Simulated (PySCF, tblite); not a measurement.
# C4H8F4Si: geometry, infrared bands and NMR shifts

Wanted: the infrared bands and NMR shifts of C4H8F4Si (`C[C@@H](C[SiH](F)F)C(F)F`), by calculation.

Computed with tblite 0.8.0 and PySCF 2.14.0, with density-fitted response routines of our own, on a single molecule in the gas phase. Atoms count from 0, in the outputs and in this text.

**1. The starting structure**

17 atoms, charge 0, multiplicity 1; geometry from: force field or distance geometry start.

Bonds of the start (Å): C0–C1 1.53, C1–C2 1.57, C2–Si3 1.87, Si3–F4 1.61, Si3–F5 1.59, C1–C6 1.52, C6–F7 1.35, C6–F8 1.36, C0–H9 1.10, C0–H10 1.10, C0–H11 1.10, C1–H12 1.09, C2–H13 1.09, C2–H14 1.09, Si3–H15 1.47, C6–H16 1.09.

**2. Optimising the geometry with GFN2-xTB**

The job: settings as JSON, then the geometry in Å.

```
{"job": {"kind": "relax", "xc": "GFN2-xTB", "basis": "xTB"}, "charge": 0, "multiplicity": 1}
C     -1.524900     0.628900     1.168400
C     -0.539100     0.436700     0.015900
C      0.773100    -0.200100     0.587000
Si     2.259900    -0.244000    -0.548900
F      3.535500    -0.621400     0.366800
F      2.458100     1.217700    -1.153000
C     -1.180700    -0.413300    -1.073800
F     -0.351500    -0.495900    -2.137500
F     -1.364400    -1.685900    -0.622400
H     -1.118900     1.282100     1.948000
H     -1.803800    -0.324100     1.634800
H     -2.457400     1.097200     0.806000
H     -0.303600     1.417800    -0.389300
H      1.075100     0.375800     1.465400
H      0.555300    -1.205100     0.940700
H      2.120800    -1.245500    -1.618400
H     -2.140700    -0.008900    -1.399500
```

Run with:

```
$ OMP_NUM_THREADS=1 python probes_run.py task.json out
```

The driver reads the jobs from task.json and runs them one after another.

**Question.** This job is followed by: GFN2-xTB harmonic vibrations, gas phase; GIAO PBE0/pcSseg-1 NMR shielding, non-relativistic, gas phase. Predict these results of the whole session: strongest single infrared mode (GFN2-xTB); zero-point energy (GFN2-xTB); 13C shifts against TMS (PBE0/pcSseg-1); 1H shifts against TMS (PBE0/pcSseg-1, means over atoms taken as alike); 29Si shifts against TMS (PBE0/pcSseg-1); 19F shifts against CFCl3 (PBE0/pcSseg-1); surface potential, 1st and 99th percentile.

The runs gave:

| quantity | value |
| --- | --- |
| strongest single infrared mode (GFN2-xTB) | 866 cm⁻¹, 238 km/mol |
| zero-point energy (GFN2-xTB) | 74.7 kcal/mol |
| 13C shifts against TMS (PBE0/pcSseg-1) | 125.0, 37.7, 20.9, 18.3 ppm |
| 1H shifts against TMS (PBE0/pcSseg-1, means over atoms taken as alike) | 6.04, 5.06, 2.13, 1.15, 1.04, 0.93 ppm |
| 29Si shifts against TMS (PBE0/pcSseg-1) | -6.0 ppm |
| 19F shifts against CFCl3 (PBE0/pcSseg-1) | -129.9, -149.8, -156.0, -165.7 ppm |
| surface potential, 1st and 99th percentile | -1.10 V and 1.43 V |

In words: Over 66 steps the energy fell by 0.151 eV; of the close pairs, Si3–H15 changed most, 1.472 to 1.438 Å. All 45 modes are real, so the xTB geometry is a minimum. The strongest single mode, at 866 cm⁻¹, is carried by Si3, F5, F4. Unscaled tight-binding wavenumbers are off by several per cent, some by more. Its intensities can rank the bands wrongly. H16 (hydrogen on an sp3 CH bonded to 2 F) lies farthest downfield among hydrogen, at 6.04 ppm; its carbon carries F, which withdraws density.
